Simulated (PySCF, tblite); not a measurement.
**C₈H₅ radical: geometry, infrared bands and EPR parameters**

Wanted: the infrared bands and EPR parameters of C₈H₅ radical (`C#CC#CC=[C]C=C`), by calculation.

The runs use tblite 0.8.0 and PySCF 2.14.0, with density-fitted response routines of our own; the level of theory stands in each step. All values are computed, except where a source is named. Atoms count from 0, in the outputs and in this text.

## Step 1: Starting geometry

13 atoms, charge 0, multiplicity 2; geometry from: force field or distance geometry start.

Bonds of the start (Å): C0–C1 1.22, C1–C2 1.42, C2–C3 1.22, C3–C4 1.43, C4–C5 1.33, C5–C6 1.46, C6–C7 1.33, C0–H8 1.06, C4–H9 1.09, C6–H10 1.10, C7–H11 1.06, C7–H12 1.10.

## Step 2: Relaxing the molecule with GFN2-xTB

Job settings and geometry (Å):

```
{"job": {"kind": "relax", "xc": "GFN2-xTB", "basis": "xTB"}, "charge": 0, "multiplicity": 2}
C      1.938500    -4.450300    -1.291100
C      1.346200    -3.401500    -1.095200
C      0.687800    -2.174500    -0.818900
C      0.093200    -1.126900    -0.603500
C     -0.619200     0.087000    -0.333600
C     -0.143700     1.029400     0.479900
C     -0.926800     2.247500     0.680700
C     -0.533900     3.238000     1.482900
H      2.438100    -5.369800    -1.464300
H     -1.576600     0.287300    -0.807700
H     -1.876800     2.289100     0.130400
H      0.369600     3.233500     2.040600
H     -1.200700     4.111700     1.582100
```

Started as:

```console
$ OMP_NUM_THREADS=1 python probes_run.py task.json out
```

One launch serves the whole session: the jobs run in the order shown.

**Question.** This job is followed by: GFN2-xTB harmonic vibrations, gas phase; UKS B3LYP, pcH-1 on C H, non-relativistic, mean-field spin-orbit, GIAO. What will the session give for the following? strongest single infrared mode (GFN2-xTB); zero-point energy (GFN2-xTB); g(iso) (B3LYP); ⟨S²⟩; largest a(iso); surface potential, 1st and 99th percentile.

The runs gave:

```
                                 quantity                 value
strongest single infrared mode (GFN2-xTB)  1905 cm⁻¹, 97 km/mol
             zero-point energy (GFN2-xTB)         54.8 kcal/mol
                           g(iso) (B3LYP)               2.00239
                                     ⟨S²⟩    0.779 (exact 0.75)
                           largest a(iso)   1H on H9, 103.9 MHz
    surface potential, 1st and 99th percentile    -0.69 V and 1.40 V
```

**Reading.** Relaxing lowered the energy by 0.972 eV in 135 steps; the close pair that moved most is C5–C6, from 1.462 to 1.343 Å. All 33 modes are real, so the xTB geometry is a minimum. The strongest single mode, at 1905 cm⁻¹, moves mainly C5. GFN2-xTB is a fitted tight-binding method: band positions and strengths are rough. Its intensities can rank the bands wrongly. The largest spin populations lie on C7 (0.72 e), C5 (0.63 e). The isotropic g lies 0.1 ppt above the free-electron value.
